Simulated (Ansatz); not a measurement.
C₂H₄BFO, SMILES BC=C(O)F, a single point from an input written key by key

Program: the Ansatz DFT code, driven from Python.

`c2h4bfo.py`
```python
"""Run C2H4BFO from an input written out key by key."""

import ansatz as az
import numpy as np

deck = {
    "crystal": {
        "periodic": [False, False, False],
        "atoms": [
            {"symbol": "B", "position_ang": [0.5412, 1.2697, 0.9557]},
            {"symbol": "C", "position_ang": [0.5877, 0.0044, 0.0865]},
            {"symbol": "C", "position_ang": [-0.5111, -0.5777, -0.463]},
            {"symbol": "O", "position_ang": [-0.2471, -1.7285, -1.2032]},
            {"symbol": "F", "position_ang": [-1.7213, -0.0703, -0.2934]},
            {"symbol": "H", "position_ang": [-0.5505, 1.8482, 1.1446]},
            {"symbol": "H", "position_ang": [1.5, 1.7955, 1.4004]},
            {"symbol": "H", "position_ang": [1.6102, -0.4087, -0.0735]},
            {"symbol": "H", "position_ang": [-1.1207, -2.1789, -1.5712]},
        ],
    },
    "basis": {"gaussian": {"orbitals": "def2-SVP"}},
    "hamiltonian": {"xc": {"name": "B97M-V"}},
    "output": {"forces": True},
}
session = az.Session.from_dict(deck)
report = session.plan(threads=1).execute().report

print("reference energy %16.6f eV" % report["reference_energy_ev"])
print("total energy     %16.6f eV" % report["free_energy_ev"])
print("occupied orbitals outside the frozen core (up, down):", report["n_occupied"], " frozen:", report["n_frozen"], " virtual:", report["n_virtual"])
symbols = ["B", "C", "C", "O", "F", "H", "H", "H", "H"]
field = report["mean_field"]
print("<S^2> =", round(abs(field["state"]["spin_squared"]), 4), " all-electron relativity setting:", field["relativity"])
print("passes:", field["passes"])
if "symmetry" in field:
    print("occupied orbitals by irrep:", field["symmetry"]["occupied"])

forces = np.array(report["forces_ev_ang"])
print("largest force", round(float(np.linalg.norm(forces, axis=1).max()), 4), "eV/A, rms", round(float(np.sqrt((forces ** 2).mean())), 4))
charges = report["charge_distribution"]
print("dipole moment", round(4.803205 * float(np.linalg.norm(charges["dipole_moment_e_ang"])), 3), "D")
print("Mulliken:", [(s, round(q, 3)) for s, q in zip(symbols, charges["mulliken_charges_e"])])
```

```console
$ python c2h4bfo.py
reference energy     -7570.418706 eV
total energy         -7570.418706 eV
occupied orbitals outside the frozen core (up, down): [19, 19]  frozen: 0  virtual: [71, 71]
<S^2> = 0.0  all-electron relativity setting: none
passes: {'evaluations': 16, 'products': 12}
occupied orbitals by irrep: [{'A': 19}, {'A': 19}]
largest force 4.5673 eV/A, rms 1.3531
dipole moment 3.606 D
Mulliken: [('B', 0.022), ('C', -0.185), ('C', 0.427), ('O', -0.283), ('F', -0.172), ('H', -0.056), ('H', -0.049), ('H', 0.058), ('H', 0.237)]
```

Total energies depend on the basis set; only differences at equal settings carry meaning. The geometry is a force-field or estimated start, not a minimum of this method, and the basis set is short of its limit. Timing: 9.8 s on 1 thread of Arm Neoverse V2, on a shared host, peak memory 0.22 GiB.
